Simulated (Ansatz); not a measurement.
# B₂FH₃OS: one species, many methods

An exercise on one series of results from a longer session: the logs are not shown, and one member is left open.

Program: Ansatz 0.2.0, Gaussian basis. Level of theory: functionals in def2-TZVPP, the program's frozen cores in correlated methods. These are calculated values, not measurements.

Plan: LDA (SPW92), PBE-D4, revPBE-D4, BLYP-D4, r2SCAN-D4, B97M-V, PBE0-D4, B3LYP-D4, r2SCANh-D4, r2SCAN0-D4, HSE06-D4, BHLYP-D4, CAM-B3LYP-D4, LC-ωPBE, ωB97X-V, ωB97M-V, B2PLYP, PBE-QIDH; CCSD(T)/def2-SVP; CCSD(T)/def2-TZVPP; MP2/def2-QZVPP; extrapolation to the limit; RPA on PBE.

## The geometry

The geometry comes from an earlier relaxation with PBE0-D4 in a triple-zeta def2 set; it is a stationary point, not always the lowest conformer.

8 atoms, charge 0, spin multiplicity 1.

Atoms are counted from 1 here; the program's logs count them from 0.

Bond lengths: B1–O2 1.353 Å, B1–H6 1.195 Å, B1–H7 1.202 Å, O2–B3 1.367 Å, B3–F4 1.323 Å, B3–S5 1.805 Å, S5–H8 1.343 Å. Angles: O2–B1–H6 117.5°, O2–B1–H7 120.5°, H6–B1–H7 122.0°, B1–O2–B3 132.5°, O2–B3–F4 116.5°, O2–B3–S5 126.8°, F4–B3–S5 116.6°, B3–S5–H8 95.6°.

As a file:

```
B     0.3217    1.2091    0.5974
O     0.6664   -0.0988    0.6345
B     0.3058   -1.1715   -0.1314
F     1.0592   -2.2533   -0.0241
S    -1.1054   -1.2757   -1.2522
H     0.7462    1.9170    1.4609
H    -0.3816    1.6296   -0.2819
H    -1.5201   -0.0134   -1.0589
```

The first run:

The input, in.yaml:

```yaml
crystal:
  periodic: [false, false, false]
  atoms:
    - {symbol: B, position_ang: [0.321707, 1.209076, 0.597430]}
    - {symbol: O, position_ang: [0.666438, -0.098807, 0.634523]}
    - {symbol: B, position_ang: [0.305763, -1.171510, -0.131399]}
    - {symbol: F, position_ang: [1.059162, -2.253347, -0.024118]}
    - {symbol: S, position_ang: [-1.105399, -1.275653, -1.252209]}
    - {symbol: H, position_ang: [0.746220, 1.916966, 1.460890]}
    - {symbol: H, position_ang: [-0.381600, 1.629587, -0.281947]}
    - {symbol: H, position_ang: [-1.520093, -0.013413, -1.058869]}
basis:
  gaussian: {orbitals: def2-TZVPP}
hamiltonian: {xc: lda}
output: {orbitals: {seedname: orbitals}}
```

The run is started by

```bash
> ansatz run in.yaml --threads 2 --pin off --events-out ev --progress --plain --max-ram 4352MiB
```

Among the steps run: LDA; PBE-D4 (GGA); revPBE-D4 (GGA); BLYP-D4 (GGA); r2SCAN-D4 (meta-GGA); B97M-V (meta-GGA); PBE0-D4 (hybrid); B3LYP-D4 (hybrid); r2SCANh-D4 (hybrid); r2SCAN0-D4 (hybrid); HSE06-D4 (hybrid); BHLYP-D4 (hybrid); CAM-B3LYP-D4 (range-separated); LC-ωPBE (range-separated); ωB97X-V (range-separated); ωB97M-V (range-separated); B2PLYP (double hybrid); PBE-QIDH (double hybrid).

One of the session's tables, all rows but one given; the rest of the session is left out.

It belongs to the step «Orbital energies across the functionals». 

```
  functional  HOMO (eV)  LUMO (eV)  gap (eV)
 LDA (SPW92)      -7.19      -2.81      4.37
      PBE-D4      -7.03      -2.49      4.54
   revPBE-D4      -6.97      -2.36      4.61
     BLYP-D4      -6.85      -2.34      4.51
   r2SCAN-D4      -7.31      -2.08      5.23
      B97M-V      -7.38      -2.17      5.22
     PBE0-D4      -8.27      -1.47      6.80
    B3LYP-D4      -8.00      -1.70      6.30
  r2SCANh-D4          ?          ?         ?
  r2SCAN0-D4      -8.46      -1.22      7.24
    HSE06-D4      -7.86      -1.85      6.01
    BHLYP-D4      -9.35      -0.42      8.92
CAM-B3LYP-D4      -9.59      -0.38      9.21
     LC-ωPBE     -11.02       0.84     11.86
     ωB97X-V     -10.64       0.76     11.39
     ωB97M-V     -10.46       0.50     10.97
```

Q: Estimate the row for r2SCANh-D4 from the others.

Worked estimate for «HOMO (eV)». Against the share of exact exchange, r2SCAN-D4 (0, -7.31), r2SCAN0-D4 (0.25, -8.46) give a slope of -4.60 per unit share; at 0.1 the line stands at -7.77.

**Answer.** HOMO (eV): -7.77; LUMO (eV): -1.73; gap (eV): 6.04. In «HOMO (eV)» the line misses by 0.00.
